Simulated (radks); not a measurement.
**Mo in [Kr] 4d5 5s1: an all-electron calculation**

An exercise on one series of results from a longer session: the logs are not shown, and one member is left open.

The numbers are computed with radks (a radial shooting solver on a logarithmic mesh, Libxc functionals) version 1 (Dirac Kohn-Sham, BLYP, spin-unpolarised, spherical densities, finite nucleus; open shells are shared between the two j in proportion to 2j + 1), except any that are marked as measured or tabulated.

### The system

```
element            : molybdenum (Z = 42)
charge             : 0
electrons          : 42
configuration      : [Kr] 4d5 5s1
nuclear rms radius : 4.4091 fm
```

The outer shells:

Mo
```
[Kr] core
4d [↑ ][↑ ][↑ ][↑ ][↑ ]
5s [↑ ]
```

Set-up of the first run:

Settings of this run:

```text
Z 42
configuration [Kr] 4d5 5s1 5p0 6s0 4f0 5d0
relativity Dirac
functional b88,lyp
spin unpolarised
j_filling average
nucleus finite rms 4.4091 fm
c 137.035999084
```

Launch:

```console
$ python run_ks.py task.json out
```

The same process makes all the runs of this session.

One table of the session follows, with a row left open; its other results are not shown here.

Radial moments (bohr):

```
level      <r>  outermost maximum (interpolated)  90 % within  nodes
1s1/2  0.03516                            0.0229       0.0630      0
2s1/2   0.1534                             0.130        0.237      1
2p1/2   0.1307                             0.101        0.214      0
2p3/2   0.1353                             0.105        0.220      0
3s1/2   0.4288                             0.384        0.634      2
3p1/2   0.4235                             0.371        0.641      1
3p3/2   0.4340                             0.380        0.656      1
3d3/2        ?                                 ?            ?      ?
3d5/2   0.4168                             0.324        0.666      0
4s1/2    1.106                             0.988         1.61      3
4p1/2    1.216                              1.05         1.81      2
4p3/2    1.247                              1.08         1.86      2
5s1/2    3.596                              2.94         5.44      4
4d3/2    1.991                              1.38         3.32      1
4d5/2    2.024                              1.39         3.39      1
5p1/2    5.338                              4.06         8.44      3
5p3/2    5.534                              4.20         8.75      3
```

**Question.** Estimate the row for 3d3/2.

As computed: <r>: 0.4133; outermost maximum (interpolated): 0.321; 90 % within: 0.661; nodes: 0. In the column «<r>» it lies between 2s1/2 (0.1534) and 3d5/2 (0.4168).

Limits of these values: Spin polarisation and multiplet splitting are left out.
